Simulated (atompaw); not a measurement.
# Pt: generating and testing a PAW (atompaw) potential

Do these settings give a usable potential? It is generated, then checked for scattering, ghosts and hardness.

The numbers are computed with atompaw 4.2.0.5 (PBE, scalar-relativistic, spin-unpolarised reference atom).

**1. Starting point**

Typed settings, in words:

| Quantity | Value |
| --- | --- |
| element | platinum (Pt, Z = 78) |
| type | PAW |
| frozen core | [Xe] 4f14 |
| valence charge | 10 |
| reference configuration | 5d9 6s1 6p0 |
| partial waves | 6s (bound): rc 3.00 bohr; 6s channel at 1.75 Ry: rc 3.00 bohr; 6p (bound, empty): rc 3.00 bohr; 6p channel at 0.6 Ry: rc 3.00 bohr; 5d (bound): rc 1.70 bohr; 5d channel at 3.15 Ry: rc 3.00 bohr |
| local potential | vpsmatchnc scheme with l = 3 at 0 Ry, radius 2.90 bohr |
| core correction | smooth core density matched at 2.30 bohr |
| augmentation charge | besselshape compensation charge, radius 2.65 bohr; PAW radius 3.00 bohr; waves and projectors: custom rrkj gramschmidtortho |

The nodes and maxima of the atom's own shells, from an earlier all-electron run, set the scale for the radii.

All-electron outer shells of the reference configuration (PBE, scalar-relativistic, ld1.x):

```csv
shell,level (eV),outermost node (bohr),outermost maximum (bohr)
4f,-70.08,–,0.38
5p,-56.02,0.53,0.98
5d,-6.14,0.57,1.26
6s,-5.66,1.14,2.38
6p,-0.84,1.36,3.69
```

**2. The generation run**

Contents of Pt.input:

```
Pt 78
GGA-PBE scalarrelativistic loggrid 2001 logderivrange -2 5 176
6 6 5 4 0 0
6 0 1
6 1 0
5 2 9
0 0 0
c
c
c
c
c
v
c
c
c
c
v
c
c
v
c
2
3.00 2.65 2.90 2.30
y
1.75
n
y
0.6
n
y
3.15
n
custom rrkj gramschmidtortho besselshape
3 0 vpsmatchnc
3.00
3.00
3.00
3.00
1.70
3.00
PWSCFOUT
UPFDX 0.0125d0 UPFXMIN -7.d0 UPFZMESH 78.d0
END
```

Launch:

```
atompaw < Pt.input > Pt.log
```

**Question.** What will these runs give? Wanted: cutoffs for 10 and 1 mRy, occupied levels; bound ghosts; largest phase difference near zero energy, channels read; lowest eigenvalue of the overlap; share of valence orbitals outside the PAW sphere; UPF file.

**Answer**, as computed:

| quantity | value |
| --- | --- |
| cutoffs for 10 and 1 mRy, occupied levels | 40 Ry and 60 Ry |
| bound ghosts | s at -21.62 eV |
| largest phase difference near zero energy, channels read | 0.025 rad |
| lowest eigenvalue of the overlap (Bessel basis) | 0.392 (s) |
| share of valence orbitals outside the PAW sphere | 6s 40 %, 6p 83 %, 5d 7 % |
| UPF file | written |

**Reading.** It has a bound ghost (s), a state that the atom doesn't have, and that rules the file out. It counts as of middling hardness, with 40 Ry needed at the looser tolerance. The slowest occupied level is 5d: taken alone it needs 40 Ry to come within 1 mRy, against 6 Ry or less for 6s. Near zero energy the phases of the channels with partial waves agree within 0.025 rad. The pseudo curves have a pole with no partner nearby in the atom's: s at -1.56 Ry. These are tests on the free atom; a crystal test is still owed.
